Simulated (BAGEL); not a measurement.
# One shape, several levels: doublet SiH4Se+

We compute a comparison of 4 runs (UHF/STO-3G, ROHF/6-31G*, ROHF/aug-cc-pVDZ, UHF/aug-cc-pVDZ) of doublet SiH4Se+. 

The calculation is run with BAGEL 1.2.2.

2 further runs of the same task are left out: 2 set aside as unsound or not needed.

## (1) The system as given

SiH4Se+ has 6 atoms, charge +1, and is taken as a doublet. As SMILES of the parent species, `[SiH3][SeH]`. The coordinates come from a PBE0-D4/def2-TZVP relaxation. That shape belongs to the parent species and isn't relaxed for this state.

Bond lengths: Si1–Se2 2.279 Å, Si1–H3 1.484 Å, Si1–H4 1.483 Å, Si1–H5 1.484 Å, Se2–H6 1.469 Å. Angles: Si1–Se2–H6 93.0°, Se2–Si1–H3 111.5°, Se2–Si1–H4 104.9°, Se2–Si1–H5 111.4°, H3–Si1–H4 110.0°, H3–Si1–H5 109.1°, H4–Si1–H5 110.0°.

## (2) The energy at UHF/STO-3G (density fitting with qzvpp-jkfit) (run 1)

Contents of hf.json:

```json
{ "bagel": [

{
  "title": "molecule",
  "basis": "sto-3g",
  "df_basis": "qzvpp-jkfit",
  "angstrom": true,
  "geometry": [
    { "atom": "Si", "xyz": [   -0.244700,   -0.234500,   -0.474600 ] },
    { "atom": "Se", "xyz": [    0.898700,   -0.252100,    1.496900 ] },
    { "atom": "H", "xyz": [   -1.605500,    0.334200,   -0.308700 ] },
    { "atom": "H", "xyz": [   -0.336900,   -1.659600,   -0.873400 ] },
    { "atom": "H", "xyz": [    0.479900,    0.537800,   -1.514300 ] },
    { "atom": "H", "xyz": [    0.850600,    1.210300,    1.627900 ] }
  ]
},
{
  "title": "uhf",
  "charge": 1,
  "nopen": 1
},
{
  "title": "print",
  "file": "orbitals.molden",
  "orbitals": true
}

]}
```

Started as:

```console
$ BAGEL_NUM_THREADS=1 BAGEL hf.json > hf.out
```

What it wrote:

```text
* using 1 threads per process

  ===============================================================
  ===============================================================

  *** Geometry ***

  { "atom" : "Si", "xyz" : [     -0.462416,     -0.443141,     -0.896864 ] },
  { "atom" : "Se", "xyz" : [      1.698297,     -0.476400,      2.828731 ] },
  { "atom" : "H", "xyz" : [     -3.033955,      0.631546,     -0.583358 ] },
  { "atom" : "H", "xyz" : [     -0.636649,     -3.136189,     -1.650487 ] },
  { "atom" : "H", "xyz" : [      0.906880,      1.016295,     -2.861612 ] },
  { "atom" : "H", "xyz" : [      1.607401,      2.287136,      3.076285 ] },

  Number of auxiliary basis functions:      466

  Since a DF basis is specified, we compute 2- and 3-index integrals:
    o Being stored without compression. Storage requirement is 0.004 GB

  Number of basis functions:       31
  Number of electrons      :       52

    * METHOD: MOLECULE                             0.15

  *** Open-shell HF ***

  === Nuclear Repulsion ===
   158.9379787741

      * DIIS with orbital gradients will be used.

  === UHF iteration (sto-3g) ===
      0      -2661.23796558          0.01488075           0.04
      1      -2661.26845675          0.00333783           0.04
      2      -2661.27081185          0.00115595           0.04
[... 10 lines of this table left out ...]
     13      -2661.27140969          0.00000000           0.04
    * SCF iteration converged.

    * S^2 (UHF) is 0.7571

    * Permanent dipole moment:
           (    0.222209,    -0.688101,     0.280008) a.u.

    * METHOD: UHF                                  0.65

    * METHOD: PRINT                                0.00

  ===============================================================
```

Wall time 0.93 s (1 thread of Arm Neoverse V1, shared host).

## (3) The energy at ROHF/6-31G(d) (density fitting with qzvpp-jkfit, spherical functions) (run 2)

Contents of input.json:

```json
{ "bagel" : [

{
  "title" : "molecule",
  "basis" : "6-31gs.json",
  "df_basis" : "qzvpp-jkfit",
  "angstrom" : true,
  "geometry" : [
    { "atom" : "Si", "xyz" : [   -0.244700,   -0.234500,   -0.474600 ] },
    { "atom" : "Se", "xyz" : [    0.898700,   -0.252100,    1.496900 ] },
    { "atom" : "H", "xyz" : [   -1.605500,    0.334200,   -0.308700 ] },
    { "atom" : "H", "xyz" : [   -0.336900,   -1.659600,   -0.873400 ] },
    { "atom" : "H", "xyz" : [    0.479900,    0.537800,   -1.514300 ] },
    { "atom" : "H", "xyz" : [    0.850600,    1.210300,    1.627900 ] }
  ]
},
{ "title" : "rohf", "charge" : 1, "nopen" : 1 },
{ "title" : "print", "file" : "orbitals.molden", "orbitals" : true }

]}
```

The basis set 6-31G* is read from a file made from the Basis Set Exchange's data (not shown).

Started as:

```console
$ BAGEL_NUM_THREADS=1 BAGEL input.json > input.out
```

What it wrote:

```text
* using 1 threads per process

  ===============================================================
  ===============================================================

  *** Geometry ***

  { "atom" : "Si", "xyz" : [     -0.462416,     -0.443141,     -0.896864 ] },
  { "atom" : "Se", "xyz" : [      1.698297,     -0.476400,      2.828731 ] },
  { "atom" : "H", "xyz" : [     -3.033955,      0.631546,     -0.583358 ] },
  { "atom" : "H", "xyz" : [     -0.636649,     -3.136189,     -1.650487 ] },
  { "atom" : "H", "xyz" : [      0.906880,      1.016295,     -2.861612 ] },
  { "atom" : "H", "xyz" : [      1.607401,      2.287136,      3.076285 ] },

  Number of auxiliary basis functions:      466

  Since a DF basis is specified, we compute 2- and 3-index integrals:
    o Being stored without compression. Storage requirement is 0.013 GB

  Number of basis functions:       58
  Number of electrons      :       52

    * METHOD: MOLECULE                             0.21

  *** Open-shell HF ***

  === Nuclear Repulsion ===
   158.9379787741

      * DIIS with orbital gradients will be used.

  === ROHF iteration (6-31gs.json) ===
      0      -2690.38077124          0.02398300           0.08
      1      -2690.45839408          0.00958777           0.09
      2      -2690.47492689          0.00507048           0.08
[... 13 lines of this table left out ...]
     16      -2690.48024633          0.00000000           0.08
    * SCF iteration converged.

    * S^2 (ROHF) is 0.7500

    * Permanent dipole moment:
           (    0.046311,    -0.453334,     0.011100) a.u.

    * METHOD: ROHF                                 1.55

    * METHOD: PRINT                                0.01

  ===============================================================
```

It took 1.9 s on 1 thread of Arm Neoverse V1, shared host.

Run 3 isn't shown in full; the table further down has it.

## (4) The energy at UHF/aug-cc-pVDZ (density fitting with qzvpp-jkfit) (run 4)

Contents of calc.json:

```json
{ "bagel": [

{
  "title": "molecule",
  "basis": "aug-cc-pvdz.json",
  "df_basis": "qzvpp-jkfit",
  "angstrom": "true",
  "geometry": [
    { "atom": "Si", "xyz": [   -0.244700,   -0.234500,   -0.474600 ] },
    { "atom": "Se", "xyz": [    0.898700,   -0.252100,    1.496900 ] },
    { "atom": "H", "xyz": [   -1.605500,    0.334200,   -0.308700 ] },
    { "atom": "H", "xyz": [   -0.336900,   -1.659600,   -0.873400 ] },
    { "atom": "H", "xyz": [    0.479900,    0.537800,   -1.514300 ] },
    { "atom": "H", "xyz": [    0.850600,    1.210300,    1.627900 ] }
  ]
},
{ "title": "uhf", "charge": 1, "nopen": 1 },
{ "title": "print", "file": "orbitals.molden", "orbitals": "true" }

]}
```

The basis set aug-cc-pVDZ is read from a file made from the Basis Set Exchange's data (not shown).

Started as:

```console
$ BAGEL_NUM_THREADS=1 BAGEL calc.json > calc.out
```

What it wrote:

```text
* using 1 threads per process

  ===============================================================
  ===============================================================

  *** Geometry ***

  { "atom" : "Si", "xyz" : [     -0.462416,     -0.443141,     -0.896864 ] },
  { "atom" : "Se", "xyz" : [      1.698297,     -0.476400,      2.828731 ] },
  { "atom" : "H", "xyz" : [     -3.033955,      0.631546,     -0.583358 ] },
  { "atom" : "H", "xyz" : [     -0.636649,     -3.136189,     -1.650487 ] },
  { "atom" : "H", "xyz" : [      0.906880,      1.016295,     -2.861612 ] },
  { "atom" : "H", "xyz" : [      1.607401,      2.287136,      3.076285 ] },

  Number of auxiliary basis functions:      466

  Since a DF basis is specified, we compute 2- and 3-index integrals:
    o Being stored without compression. Storage requirement is 0.037 GB

  Number of basis functions:       99
  Number of electrons      :       52

    * METHOD: MOLECULE                             0.26

  *** Open-shell HF ***

  === Nuclear Repulsion ===
   158.9379787741

      * DIIS with orbital gradients will be used.

  === UHF iteration (aug-cc-pvdz.json) ===
      0      -2690.68445779          0.02136968           0.16
      1      -2690.76473255          0.00684985           0.16
      2      -2690.77862515          0.00291120           0.16
[... 13 lines of this table left out ...]
     16      -2690.78342945          0.00000001           0.16
    * SCF iteration converged.

    * S^2 (UHF) is 0.7618

    * Permanent dipole moment:
           (    0.070293,    -0.419215,     0.058041) a.u.

    * METHOD: UHF                                  2.89

    * METHOD: PRINT                                0.03

  ===============================================================
```

Run time: 3.3 s. Hardware: 1 thread of Arm Neoverse V1, shared host; peak memory 0.13 GiB.

## (5) The series

```csv
run,level,energy (Eh),⟨S²⟩,wall time
1,UHF/STO-3G (density fitting with qzvpp-jkfit),-2661.271410,0.757,0.93 s
2,"ROHF/6-31G* (density fitting with qzvpp-jkfit, spherical functions)",-2690.480246,0.750,1.9 s
3,ROHF/aug-cc-pVDZ (density fitting with qzvpp-jkfit),-2690.779086,0.750,3.3 s
4,UHF/aug-cc-pVDZ (density fitting with qzvpp-jkfit),-2690.783429,0.762,3.3 s
```

## (6) Outcome

```
           quantity           value
run 4: total energy  -2690.78343 Eh
        run 4: ⟨S²⟩           0.762
```

**Reading.** In run 1 the basis is minimal, so the values are rough. All runs together took 9.5 s, the longest 3.3 s.
